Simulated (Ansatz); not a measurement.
# SnH4S: taking an electron away

How much energy removes an electron from SnH4S at fixed geometry? The cation is run at each level and the neutral's energy taken from earlier runs.

Method: unrestricted cation, the program's frozen cores in correlated methods; program: Ansatz 0.2.0, Gaussian basis.

Plan: UKS PBE-D4/def2-TZVPP; UKS r2SCAN-D4/def2-TZVPP; UKS PBE0-D4/def2-TZVPP; UKS B3LYP-D4/def2-TZVPP; UKS wB97X-V/def2-TZVPP; UKS wB97M-V/def2-TZVPP; UKS B2PLYP/def2-TZVPP; UHF-CCSD(T)/def2-TZVPP; UHF-MP2/def2-QZVPP; extrapolation to the limit; then −ε(HOMO) from the neutral's earlier runs with LDA (SPW92), PBE-D4, revPBE-D4, BLYP-D4, r2SCAN-D4, B97M-V, PBE0-D4, B3LYP-D4, r2SCANh-D4, r2SCAN0-D4, HSE06-D4, BHLYP-D4, CAM-B3LYP-D4, LC-ωPBE, ωB97X-V, ωB97M-V.

## Step 1: The geometry

An earlier PBE0-D4 in a triple-zeta def2 set relaxation fixed the geometry. Sn takes the def2 core potential; no spin-orbit term is included.

6 atoms, charge 0, spin multiplicity 1.

Atoms are counted from 1 here; the program's logs count them from 0.

Bond lengths: S1–Sn2 2.406 Å, S1–H3 1.343 Å, Sn2–H4 1.706 Å, Sn2–H5 1.706 Å, Sn2–H6 1.701 Å. Angles: Sn2–S1–H3 93.9°, S1–Sn2–H4 109.4°, S1–Sn2–H5 109.5°, S1–Sn2–H6 104.7°, H4–Sn2–H5 110.2°, H4–Sn2–H6 111.5°, H5–Sn2–H6 111.4°.

Coordinates:

```
S     1.0343   -0.9053    1.2617
Sn   -0.3120    0.4562   -0.1944
H     1.1366   -1.9121    0.3785
H    -1.7506   -0.3751   -0.5795
H     0.5633    0.8067   -1.6157
H    -0.6294    1.8656    0.7031
```

## Step 2: Cation, UKS PBE-D4/def2-TZVPP

The input, in.yaml:

```yaml
crystal:
  periodic: [false, false, false]
  atoms:
    - {symbol: S, position_ang: [1.034319, -0.905293, 1.261731]}
    - {symbol: Sn, position_ang: [-0.312042, 0.456216, -0.194380]}
    - {symbol: H, position_ang: [1.136561, -1.912107, 0.378493]}
    - {symbol: H, position_ang: [-1.750608, -0.375135, -0.579504]}
    - {symbol: H, position_ang: [0.563282, 0.806696, -1.615706]}
    - {symbol: H, position_ang: [-0.629412, 1.865625, 0.703067]}
basis:
  gaussian: {orbitals: def2-TZVPP}
total_charge: 1
magnetization: {spin_polarized: true, initial_magnetization: 1}
hamiltonian: {xc: pbe, dispersion: d4}
```

The runs that follow: Cation, UKS r2SCAN-D4/def2-TZVPP; Cation, UKS PBE0-D4/def2-TZVPP; Cation, UKS B3LYP-D4/def2-TZVPP; Cation, UKS wB97X-V/def2-TZVPP; Cation, UKS wB97M-V/def2-TZVPP; Cation, UKS B2PLYP (frozen core)/def2-TZVPP; Cation, UHF-CCSD(T)/def2-TZVPP; Cation, UHF-MP2/def2-QZVPP.

**Question.** What will the summary of the whole plan be? Wanted: ionisation energy, CCSD(T)/CBS; nearest functional by difference; nearest −ε(HOMO); −ε(HOMO) of PBE; T1 of the cation.

**Answer**, as computed:

| quantity | value |
| --- | --- |
| ionisation energy, CCSD(T)/CBS | 9.70 eV |
| nearest functional by difference | ωB97X-V (-0.12 eV) |
| nearest −ε(HOMO) | ωB97X-V (-0.08 eV) |
| −ε(HOMO) of PBE | 6.04 eV |
| T1 of the cation | 0.019 |

**Reading.** Energy differences with functionals land within 0.37 eV of the reference. −ε(HOMO) of PBE misses by 3.7 eV, since self-interaction lifts the level. Among orbital estimates ωB97X-V comes nearest. Hartree-Fock falls 1.21 eV short, as the neutral has more correlation energy than the cation. Correlated methods include outer-core shells of Sn, which these sets cover unevenly. With outer-core shells in play the reference is unsure by up to some tenths of an eV, so close misses can't be ranked.
